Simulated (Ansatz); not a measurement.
**C₃H₇BO₂: small, medium and large basis sets**

How large a basis does C₃H₇BO₂ need? Two functionals are run in growing sets.

Program: Ansatz 0.2.0, Gaussian basis. Level of theory: one geometry, several basis sets. These are calculated values, not measurements.

Levels to be run: PBE0-D4/def2-SVP; ωB97M-V/def2-SVP; PBE0-D4/def2-QZVPP; ωB97M-V/def2-QZVPP; the functionals' def2-TZVPP values are taken from earlier runs.

**1. The relaxed structure**

All runs share one geometry, relaxed beforehand with PBE0-D4 in a triple-zeta def2 set.

SMILES `CBOC(C)=O`, 13 atoms, charge 0, spin multiplicity 1.

Atoms are counted from 1 here; the program's logs count them from 0.

Bond lengths: C1–B2 1.554 Å, C1–H7 1.091 Å, C1–H8 1.095 Å, C1–H9 1.097 Å, B2–O3 1.376 Å, B2–H10 1.196 Å, O3–C4 1.369 Å, C4–C5 1.494 Å, C4–O6 1.193 Å, C5–H11 1.087 Å, C5–H12 1.092 Å, C5–H13 1.092 Å. Angles: B2–C1–H7 114.1°, B2–C1–H8 110.5°, B2–C1–H9 109.0°, H7–C1–H8 109.2°, H7–C1–H9 108.6°, H8–C1–H9 105.0°, C1–B2–O3 118.3°, C1–B2–H10 123.2°, O3–B2–H10 118.5°, B2–O3–C4 122.6°, O3–C4–C5 111.1°, O3–C4–O6 122.8°, C5–C4–O6 126.0°, C4–C5–H11 110.0°, C4–C5–H12 109.5°, C4–C5–H13 109.7°, H11–C5–H12 110.3°, H11–C5–H13 110.3° and more.

**2. PBE0-D4 in def2-SVP**

The input, in.yaml:

```yaml
crystal:
  periodic: [false, false, false]
  atoms:
    - {symbol: C, position_ang: [-2.059066, -1.347629, 0.172199]}
    - {symbol: B, position_ang: [-1.211057, -0.092714, -0.173409]}
    - {symbol: O, position_ang: [0.156938, -0.174919, -0.049104]}
    - {symbol: C, position_ang: [0.998741, 0.809142, -0.493788]}
    - {symbol: C, position_ang: [2.271679, 0.821314, 0.287867]}
    - {symbol: O, position_ang: [0.732771, 1.520995, -1.412878]}
    - {symbol: H, position_ang: [-1.472646, -2.201605, 0.514502]}
    - {symbol: H, position_ang: [-2.814488, -1.104064, 0.926821]}
    - {symbol: H, position_ang: [-2.629520, -1.648102, -0.715213]}
    - {symbol: H, position_ang: [-1.691070, 0.949078, -0.511902]}
    - {symbol: H, position_ang: [2.940416, 1.583966, -0.102453]}
    - {symbol: H, position_ang: [2.743425, -0.161730, 0.231057]}
    - {symbol: H, position_ang: [2.054374, 1.011467, 1.341199]}
basis:
  gaussian: {orbitals: def2-SVP}
hamiltonian: {xc: pbe0, dispersion: d4}
output: {orbitals: {seedname: orbitals}}
```

Further steps of the session: ωB97M-V in def2-SVP; PBE0-D4 in def2-QZVPP; ωB97M-V in def2-QZVPP.

**Question.** What will the summary of the whole plan be? Wanted: PBE0-D4: double and triple zeta above quadruple; ωB97M-V: double and triple zeta above quadruple.

The runs gave:

| quantity | value |
| --- | --- |
| PBE0-D4: double and triple zeta above quadruple | 9.49, 0.45 eV |
| ωB97M-V: double and triple zeta above quadruple | 9.83, 0.42 eV |

PBE0-D4 gains 9.05 eV from double to triple zeta, then 0.45 eV more. Total energies overstate the basis error of differences, where much of it tends to cancel.
